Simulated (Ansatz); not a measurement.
# TiTe₂, space group P-3m1: a comparison of norm-conserving and PAW potentials

Program: Ansatz's Python interface.

`POSCAR_tite2`
```text
TiTe2
1.0
   3.77700000    0.00000000    0.00000000
  -1.88850000    3.27097795    0.00000000
   0.00000000    0.00000000    6.49800000
Ti Te
1 2
Direct
   0.00000000    0.00000000    0.00000000
   0.66666667    0.33333333    0.26280000
   0.33333333    0.66666667    0.73720000
```

The cells in order, each with its output:

**Cell 1**
```python
import ansatz as az
from ase.io import read
import numpy as np
```

**Cell 2**
```python
def count_gap(report):
    # lowest empty less highest filled band, counting bands; zero where they overlap
    return max(report.get("gap_by_band_count_ev") or 0.0, 0.0)
```

**Cell 3**
```python
atoms = read("POSCAR_tite2", format="vasp")
xtal = az.Crystal.from_ase(atoms)
```

**Cell 4**
```python
[site.symbol for site in xtal.resolved().sites]
```
Output:
```text
['Ti', 'Te', 'Te']
```

**Cell 5**
```python
job = (
    xtal.calculation()
    .functional("PBE")
    .kpoints(9, 9, 5, center="gamma")
    .occupations("fermi_dirac", width=0.1)
    .scf(tolerance=1e-09)
    .stress()
    .forces()
    .band_table()
)
variants = {
    "PAW": job.pseudopotentials("paw"),
    "norm-conserving": job.pseudopotentials("nc"),
}
# totals differ by the cores that each treatment holds, so compare what does not depend on them
rows = []
for label, variant in variants.items():
    summary = variant.run(threads=1).report
    levels = np.array(summary["eigenvalues_ev"][0]) - summary["fermi_energy_ev"]
    print(label, "levels at the first k-point near E_F:", np.round(levels[np.abs(levels) < 5], 3))
    rows.append((label, summary["n_electrons"], np.trace(summary["stress_gpa"]) / 3, float(np.abs(summary["forces_ev_ang"]).max()), count_gap(summary)))
print("     treatment  electrons in bands           P GPa  max force component eV/A  gap by band count eV")
for row in rows:
    print(f"{str(row[0]):>14s}  {row[1]:18.1f}  {row[2]:14.3f}  {row[3]:24.4f}  {row[4]:20.3f}")
```
Output:
```text
DeckWarning: basis.ecutwfc = 420 eV, auto-derived from the records' recommended cutoffs: set by Ti (normal level)
DeckWarning: output.stress: scf.convergence.dr2_threshold = 1e-9 eV is looser than the 3e-10 eV advised for a printed stress (1e-10 eV for each atom of the cell: 3). What an SCF threshold leaves in a stress goes as its square root, and in the free energy as [...]
PAW levels at the first k-point near E_F: [-1.669 -1.669  0.364  0.411  0.411  0.577  1.074  1.074  3.066  3.066]
DeckWarning: basis.ecutwfc = 1155 eV, auto-derived from the records' recommended cutoffs: set by Ti (normal level)
norm-conserving levels at the first k-point near E_F: [-1.666 -1.666  0.363  0.412  0.412  0.578  1.076  1.076  3.071  3.071]
     treatment  electrons in bands           P GPa  max force component eV/A  gap by band count eV
           PAW                44.0           0.940                    0.0294                 0.000
norm-conserving                44.0           0.954                    0.0312                 0.000
```

PAW gives 0.940 GPa and norm-conserving 0.954 GPa, 0.014 GPa apart. They took 6.5 and 43.9 s of processor time.

What to keep in mind:
- The computed bands are complete only to about 2.1 eV above the Fermi level.
- A gap by band count of zero or less means overlapping bands, a metal.
- The starting cell is as deposited in a crystallographic database; the results hold for this polymorph, which needn't be the stable one.
- Gaps and levels are Kohn-Sham values on a finite set of k-points, without spin-orbit coupling.
- Warnings are shown shortened and without file and line.
- Stress is positive in compression.
- Wall time of the script: 51 s on 1 thread of Arm Neoverse V1 (shared host), peak memory 0.75 GiB.
